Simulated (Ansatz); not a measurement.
# WCl3F3: small, medium and large basis sets

One table from this session's results is given with a row withheld; the runs are named, their logs left out.

Program: Ansatz 0.2.0, Gaussian basis. Level of theory: one geometry, several basis sets. These are calculated values, not measurements.

Levels to be run: PBE0-D4/def2-SVP; ωB97M-V/def2-SVP; PBE0-D4/def2-QZVPP; ωB97M-V/def2-QZVPP; the functionals' def2-TZVPP values are taken from earlier runs.

### The relaxed structure

The geometry comes from an earlier relaxation with PBE0-D4 in a triple-zeta def2 set; it is a stationary point, not always the lowest conformer. W takes the def2 core potential; no spin-orbit term is included.

7 atoms, charge 0, spin multiplicity 1.

Atoms are counted from 1 here; the program's logs count them from 0.

Bond lengths: F1–W2 1.850 Å, W2–F3 1.840 Å, W2–F4 1.840 Å, W2–Cl5 2.267 Å, W2–Cl6 2.277 Å, W2–Cl7 2.277 Å. Angles: F1–W2–F3 88.9°, F1–W2–F4 88.9°, F1–W2–Cl5 180.0°, F1–W2–Cl6 88.3°, F1–W2–Cl7 88.3°, F3–W2–F4 177.8°, F3–W2–Cl5 91.1°, F3–W2–Cl6 90.0°, F3–W2–Cl7 90.0°, F4–W2–Cl5 91.1°, F4–W2–Cl6 90.0°, F4–W2–Cl7 90.0°, Cl5–W2–Cl6 91.7°, Cl5–W2–Cl7 91.7°, Cl6–W2–Cl7 176.6°.

Set-up of the first run:

Input file in.yaml:

```yaml
crystal:
  periodic: [false, false, false]
  atoms:
    - {symbol: F, position_ang: [-0.410798, -1.436269, 1.141909]}
    - {symbol: W, position_ang: [-0.006587, -0.023042, 0.018306]}
    - {symbol: F, position_ang: [1.519906, 0.276394, 1.001912]}
    - {symbol: F, position_ang: [-1.548419, -0.376120, -0.922657]}
    - {symbol: Cl, position_ang: [0.488682, 1.708653, -1.358393]}
    - {symbol: Cl, position_ang: [-1.175642, 1.337568, 1.420810]}
    - {symbol: Cl, position_ang: [1.132848, -1.487194, -1.301877]}
basis:
  gaussian: {orbitals: def2-SVP}
hamiltonian: {xc: pbe0, dispersion: d4}
output: {orbitals: {seedname: orbitals}}
```

Command:

```
$ ansatz run in.yaml --threads 4 --pin off --events-out ev --progress --plain --max-ram 11315MiB
```

Among the steps run: PBE0-D4 in def2-SVP; ωB97M-V in def2-SVP; PBE0-D4 in def2-QZVPP; ωB97M-V in def2-QZVPP.

One of the session's tables, all rows but one given; the rest of the session is left out.

It belongs to the step «Density functionals: the series». 

```
functional       basis  HOMO (eV)  LUMO (eV)
   PBE0-D4    def2-SVP      -9.73      -5.35
   PBE0-D4  def2-TZVPP      -9.62      -5.17
   PBE0-D4  def2-QZVPP      -9.63      -5.18
   ωB97M-V    def2-SVP     -11.84      -3.39
   ωB97M-V  def2-TZVPP     -11.77      -3.24
   ωB97M-V  def2-QZVPP          ?          ?
```

**Question.** Estimate the row for ωB97M-V, def2-QZVPP.

The run gave: HOMO (eV): -11.79; LUMO (eV): -3.27. In the column «HOMO (eV)» it lies between ωB97M-V, def2-SVP (-11.84) and ωB97M-V, def2-TZVPP (-11.77).
